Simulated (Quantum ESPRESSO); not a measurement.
Wanted: the native input for a Quantum ESPRESSO 7.5 run.

```
Task                        : single point
Functional                  : LDA
Potentials or basis         : GBRV 1.5 LDA
Cutoff                      : 612 eV
Density cutoff              : 4898 eV
k mesh                      : 16 × 16 × 16
Occupations                 : methfessel-paxton, width 0.1 eV
Spin                        : no spin polarisation
Form of the LDA correlation : PZ81
Mixing beta                 : 0.5
Most SCF iterations         : 120
SCF threshold               : 2e-10 Ry
```

Ti:

```
CELL_PARAMETERS angstrom
0.00000 2.12500 2.12500
2.12500 0.00000 2.12500
2.12500 2.12500 0.00000
ATOMIC_POSITIONS crystal
Ti 0.00000 0.00000 0.00000
```

The cell was built by a generator and needn't be a form met in nature.

These files were run (other wordings do the same):

pw.in

```
&CONTROL
  calculation = 'scf'
  prefix = 'pwscf'
  outdir = './tmp'
  pseudo_dir = './pseudo'
  tprnfor = .true.
  tstress = .true.
  disk_io = 'nowf'
/
&SYSTEM
  ibrav = 0
  nat = 1
  ntyp = 1
  ecutwfc = 45
  ecutrho = 360
  nbnd = 12
  occupations = 'smearing'
  smearing = 'mp'
  degauss = 0.00734986
/
&ELECTRONS
  conv_thr = 2d-10
  electron_maxstep = 120
  mixing_beta = 0.5
/
ATOMIC_SPECIES
Ti    47.8670 ti_lda_v1.4.uspp.F.UPF
CELL_PARAMETERS angstrom
   0.0000000000    2.1250000000    2.1250000000
   2.1250000000    0.0000000000    2.1250000000
   2.1250000000    2.1250000000    0.0000000000
ATOMIC_POSITIONS crystal
Ti     0.0000000000    0.0000000000    0.0000000000
K_POINTS automatic
16 16 16 0 0 0
```

Potentials or basis: GBRV 1.5 LDA.

Run with:

```bash
$ OMP_NUM_THREADS=1 pw.x -in pw.in > pw.out
```

Results of the run:

```
Pressure               : -16.1 GPa
Band gap on the k mesh : none (metal or under the smearing width)
```

Caveat: so large a pressure means that the cell lies far from this level's equilibrium, or that cutoff or potentials fall short.

Run time: 16 s on 1 thread of Intel(R) Xeon(R) Platinum 8488C (Sapphire Rapids), on a shared host, peak memory 0.1 GiB.
